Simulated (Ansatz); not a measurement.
# Cs3SI: the cost of one run

Method: DFT PBE, scalar-relativistic, plane waves, PAW, in Ansatz 0.2.0.

2 further runs of the same task are left out: 1 that didn't finish, 1 set aside as unsound or not needed.

## Step 1: The system as given

The structure is cubic, space group Pm-3m (No. 221). The conventional cell has a = 6.859 Å, b = 6.859 Å, c = 6.859 Å, α = 90.00°, β = 90.00°, γ = 90.00°. Cs (site symmetry 4/mmm) is surrounded by 2 S at 3.43 Å. S (site symmetry m-3m) has 6 Cs at 3.43 Å as nearest neighbours.

Structure file:

```xyz
5
Lattice="6.8591 0.0000 0.0000 0.0000 6.8591 0.0000 0.0000 0.0000 6.8591" Properties=species:S:1:pos:R:3 pbc="T T T"
Cs    3.4296    0.0000    0.0000
Cs    0.0000    3.4296    0.0000
Cs    0.0000    0.0000    3.4296
S     0.0000    0.0000    0.0000
I     3.4296    3.4296    3.4296
```

The cell is invented: antiperovskite family, tilts a0a0a0 (Pm-3m, No. 221). The dimensions are guesses.

## Step 2: Probe: one point on a coarse mesh

Contents of input.yaml:

```yaml
crystal:
  lattice:
    - [6.85912788, 0.0, 0.0]
    - [0.0, 6.85912788, 0.0]
    - [0.0, 0.0, 6.85912788]
  atoms:
    - { symbol: Cs, position: [0.5, 0.0, 0.0] }
    - { symbol: Cs, position: [0.0, 0.5, 0.0] }
    - { symbol: Cs, position: [0.0, 0.0, 0.5] }
    - { symbol: S, position: [0.0, 0.0, 0.0] }
    - { symbol: I, position: [0.5, 0.5, 0.5] }
basis:
  ecutwfc: 420
kpoints:
  mp_grid: { grid: [4, 4, 4] }
hamiltonian:
  xc: pbe
scf:
  occupations: { method: gaussian, width: 0.1 }
  lower_state_search: "off"
output:
  forces: true
  stress: true
  eigenvalues: true
```

The run is started by

```bash
$ ansatz run input.yaml --threads 1 --pin off --max-ram 2048MiB --backend cpu --events-out ev --progress --plain --runs-dir out
```

What time and memory should one allow on 1 thread of Arm Neoverse V2, shared host?

About 5.5 s, with a peak of 0.49 GiB.
